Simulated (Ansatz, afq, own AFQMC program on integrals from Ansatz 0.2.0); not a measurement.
# H3 (doublet): quantum Monte Carlo beside coupled cluster at distance H1–H2 along a hydrogen transfer = 0.915 Å, cc-pVTZ

The task here is to estimate one member of a computed series from the others.

Program: Ansatz 0.2.0, Gaussian basis, and an in-house AFQMC program (afq) on its integrals; all values are calculated. Level of theory: cc-pVTZ, frozen cores. These are calculated values, not measurements.

Plan: Full CI; PBE (unrestricted); r2SCAN (unrestricted); PBE0 (unrestricted); B3LYP (unrestricted); wB97M-V (unrestricted); B2PLYP (unrestricted); CCSD(T) on UHF; Full CI; CCSD(T) on UHF; CCSD(T) on UHF; Phaseless AFQMC, CISD trial on UHF.

## The system

The geometry derives from fragments relaxed apart (PBE0/def2-TZVP) and kept rigid, so it is no stationary point. A hydrogen atom is moved between rigid fragments.

3 atoms, charge 0, spin multiplicity 2.

Atoms are counted from 1 here; the program's logs count them from 0.

No contacts short enough for the rule that draws bonds.

The first run:

File in.yaml:

```yaml
crystal:
  periodic: [false, false, false]
  atoms:
    - {symbol: H, position_ang: [0.000000, 0.000000, -0.933667]}
    - {symbol: H, position_ang: [0.000000, 0.000000, -0.018667]}
    - {symbol: H, position_ang: [0.000000, 0.000000, 0.952333]}
basis:
  gaussian: {orbitals: cc-pVTZ}
magnetization: {spin_polarized: false, initial_magnetization: 1}
correlation: {method: fci, electrons: outside_noble_gas}
```

On the command line:

```
$ ansatz run in.yaml --threads 1 --pin off --events-out ev --progress --plain --max-ram 24576MiB --backend cuda --devices 0, --max-vram 18GiB
```

Among the steps run: Full CI; PBE (unrestricted); r2SCAN (unrestricted); PBE0 (unrestricted); B3LYP (unrestricted); wB97M-V (unrestricted); B2PLYP (unrestricted); CCSD(T) on UHF; Phaseless AFQMC, CISD trial on UHF.

One of the session's tables, all rows but one given; the rest of the session is left out.

It belongs to the step «AFQMC on the ladder». On the UHF determinant, counted from full CI (exact for this spin and basis):

```
                                                level  from full CI (meV)
                                                   HF             +1398.2
                                                  MP2                   ?
                                                 CCSD               +15.4
                                              CCSD(T)                +3.2
                                              full CI                 0.0
Phaseless AFQMC, CISD trial, step 0.005, 4000 walkers                +0.7
```

Estimate the missing values for MP2.

The run gave: from full CI (meV): +357.1. In the column «from full CI (meV)» it lies between CCSD (+15.4) and HF (+1398.2).
